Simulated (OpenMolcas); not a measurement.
# CH5Ga (GaH2Me), run twice

Wanted: a single-point energy of CH5Ga (GaH2Me), MCPF/6-31G* (Cartesian functions).

The results are computed with OpenMolcas 26.06.

9 further runs of the same task are left out: 1 that didn't finish, 8 set aside as unsound or not needed.

## Step 1: The molecule

The species is CH5Ga (7 atoms), meant as a singlet with charge 0. SMILES: `[H][Ga]([H])[CH3]`. Geometry: a GFN2-xTB relaxation, a rough one for these elements and not checked as a minimum.

Bond lengths: Ga1–C4 2.019 Å, Ga1–H2 1.580 Å, Ga1–H3 1.580 Å, C4–H5 1.094 Å, C4–H6 1.095 Å, C4–H7 1.095 Å. Angles: Ga1–C4–H5 111.2°, Ga1–C4–H6 111.0°, Ga1–C4–H7 111.1°, H2–Ga1–C4 123.7°, H3–Ga1–C4 124.2°, H5–C4–H6 107.6°, H5–C4–H7 107.4°, H6–C4–H7 108.4°, H2–Ga1–H3 112.1°.

## Step 2: Try one

Input file test.inp:

```
* CH5Ga MCPF
&GATEWAY
XBAS
Ga.6-31G*
H.6-31G*
C.6-31G*
End of Basis
ZMAT
Ga1
H2 1 1.580219
H3 1 1.579549 2 112.12283
C4 1 2.018651 3 124.16502 2 -179.68234
H5 4 1.094338 1 111.23402 3 94.50846
H6 4 1.094597 5 107.58348 1 121.77469
H7 4 1.094557 5 107.42405 6 116.48674
End of ZMAT
&SEWARD
&SCF
PrOrbitals=1 1
&MOTRA
Frozen=10
&GUGA
Electrons=22
Spin=1
Inactive=11
Active=0
CIAll=1
&CPF
MCPF
```

Started as:

```console
export MOLCAS_MEM=2
pymolcas test.inp > test.log
```

Output:

```text
--- Start Module: gateway ---

                                              &GATEWAY

                       available to each process: 2.0 MB of memory, 1 thread

---------------------------------------------------------------------------------------------
  Nr.	 Label		Type		Offset		Length	   Atime	  Address
---------------------------------------------------------------------------------------------
  1	FILETABL    	CHAR	-81404975596296	       26929           5	[0xaaaaad361060]
  2	DBSC        	CHAR	    -238785368	     1456001          58	[0xf4b431a1c010]
---------------------------------------------------------------------------------------------
Maximal available memory for Molcas = 517070
 ?mma_allo_?D: error: out-of-memory
 label: Shells
  available (kB):          517
  required  (kB):          792

--- Stop Module: gateway /rc=-6 ---

.########################.
.# Non-zero return code #.
.########################.

    Timing: Wall=0.04 User=0.03 System=0.01
```

It took 0.22 s on 1 thread of Arm Neoverse V2, shared host.

## Step 3: Diagnosis

The run ended with an error.

The telling line is `?mma_allo_?D: error: out-of-memory`. What is wrong: too little memory is allowed.

## Step 4: Try two

Input file test.input:

```
* CH5Ga MCPF

&GATEWAY
 XBAS
 Ga.6-31G*
 H.6-31G*
 C.6-31G*
 End of Basis
 ZMAT
 Ga1
 H2 1 1.580219
 H3 1 1.579549 2 112.12283
 C4 1 2.018651 3 124.16502 2 -179.68234
 H5 4 1.094338 1 111.23402 3 94.50846
 H6 4 1.094597 5 107.58348 1 121.77469
 H7 4 1.094557 5 107.42405 6 116.48674
 End of ZMAT

&SEWARD

&SCF
 PrOrbitals = 1 1

&MOTRA
 Frozen = 10

&GUGA
 Electrons = 22
 Spin = 1
 Inactive = 11
 Active = 0
 CIAll = 1

&CPF
 MCPF
```

Started as:

```console
export MOLCAS_MEM=1860
pymolcas test.input > test.log
```

Output:

```text
--- Start Module: gateway ---
[...]
--- Stop Module: gateway /rc=_RC_ALL_IS_WELL_ ---
[...]
      Basis functions           60
[...]
       Convergence after  10 Iterations
[...]
::    Total SCF energy                              -1963.7169649862
[...]
      Total spin, S                                     0.0000000000
[...]
      *** WARNING: Default frozen orbitals is overwritten by user input.
      *** Default values:  16
[...]
--- Start Module: guga ---
[...]
--- Stop Module: guga /rc=_RC_ALL_IS_WELL_ ---
--- Start Module: cpf ---
[...]
      Active orbitals                            0       0
[...]
      Spin quantum number                      0.0
[...]
     FINAL MCPF ENERGY        -1964.10655502
     FINAL CORRELATION ENERGY   -0.38959003  REFERENCE ENERGY   -1963.71696499
[...]
      Total electronic charge=   42.000000
      Total            charge=    0.000000
[...]
      Dipole Moment (debye):
      Origin of the operator (angstrom)=   -0.2878   -0.0018   -0.1919
                   X= -6.6332E-01               Y= -4.3172E-03               Z= -4.5347E-01           Total=  8.0352E-01
      Quadrupole Moment (debye*angstrom):
[...]
--- Stop Module: cpf /rc=_RC_ALL_IS_WELL_ ---
[...]
```

It took 5.1 s on 1 thread of Arm Neoverse V2, shared host; peak memory 0.39 GiB.

## Step 5: Summary of results

Level: MCPF/6-31G* (Cartesian functions).

| quantity | value |
| --- | --- |
| total energy | -1964.10656 Eh |
| dipole moment (mean-field density) | 0.78 D |
| HOMO energy (Hartree–Fock orbitals) | -10.94 eV |
| LUMO energy (Hartree–Fock orbitals) | 1.23 eV |
| HOMO–LUMO gap (Hartree–Fock orbitals) | 12.17 eV |
| correlation energy (10 core orbitals frozen) | -389.6 mEh |
